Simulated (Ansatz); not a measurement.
Working through the interaction energy of a dimer with the counterpoise correction of CH3NSi, SMILES N#C[SiH3]

With the Python package of Ansatz (0.2.0).

Run as a notebook:

**Cell 1**
```python
import ansatz as az

config = {
    'basis_set': 'def2-SVPD',
    'method': 'MP2',
}
```

**Cell 2**
```python
FIRST = [
    ('N', (1.1562, -1.9773, 1.1091)),
    ('C', (0.5805, -1.0317, 0.5865)),
    ('Si', (-0.2928, 0.4296, -0.2486)),
    ('H', (-1.3771, 0.01, -1.022)),
    ('H', (0.6583, 1.1265, -1.19)),
    ('H', (-0.725, 1.4431, 0.765)),
]
SECOND = [
    ('N', (0.5291, -2.6128, 4.1386)),
    ('C', (1.7216, -2.7297, 3.8876)),
    ('Si', (3.5623, -2.9068, 3.468)),
    ('H', (4.2093, -1.6695, 3.4493)),
    ('H', (3.7201, -3.4916, 2.0861)),
    ('H', (4.2386, -3.8447, 4.4189)),
]
```

**Cell 3**
```python
def energy(atoms, ghosts=()):
    molecule = az.Crystal.molecule()
    for symbol, xyz in atoms:
        molecule = molecule.atom(symbol, xyz)
    calc = (
        molecule.calculation()
        .basis(gaussian=config['basis_set'])
        .correlation(config['method'])
    )
    deck = calc.input()
    if ghosts:
        deck = deck.set(az.key.basis.gaussian.ghost_atoms, [{'symbol': s, 'position_ang': list(xyz)} for s, xyz in ghosts])
    return az.Session.from_dict(deck).plan().execute().report['free_energy_ev']
```

**Cell 4**
```python
# ghost atoms carry the functions of the partner
both = energy(FIRST + SECOND)
alone = energy(FIRST) + energy(SECOND)
ghosted = energy(FIRST, SECOND) + energy(SECOND, FIRST)
print(f'dimer {both:.6f} eV')
print(f'interaction, uncorrected   {23.060548 * (both - alone):8.3f} kcal/mol')
print(f'interaction, counterpoise  {23.060548 * (both - ghosted):8.3f} kcal/mol')
print(f'basis-set superposition    {23.060548 * (alone - ghosted):8.3f} kcal/mol')
```
Output:
```text
dimer -20855.986579 eV
interaction, uncorrected     -3.321 kcal/mol
interaction, counterpoise    -0.964 kcal/mol
basis-set superposition       2.357 kcal/mol
```

Uncorrected it is -3.321 kcal/mol, with the counterpoise correction -0.964 kcal/mol; the difference, 2.357 kcal/mol, is the superposition error.

The settings weren't tested for convergence. The dimer is a generated trial pose of unrelaxed monomers, not a minimum, so the figure is no binding energy, and the basis set is small. Hardware and time: 21 s on 1 thread of Arm Neoverse V1, with other jobs on the host, peak memory 0.5 GiB.
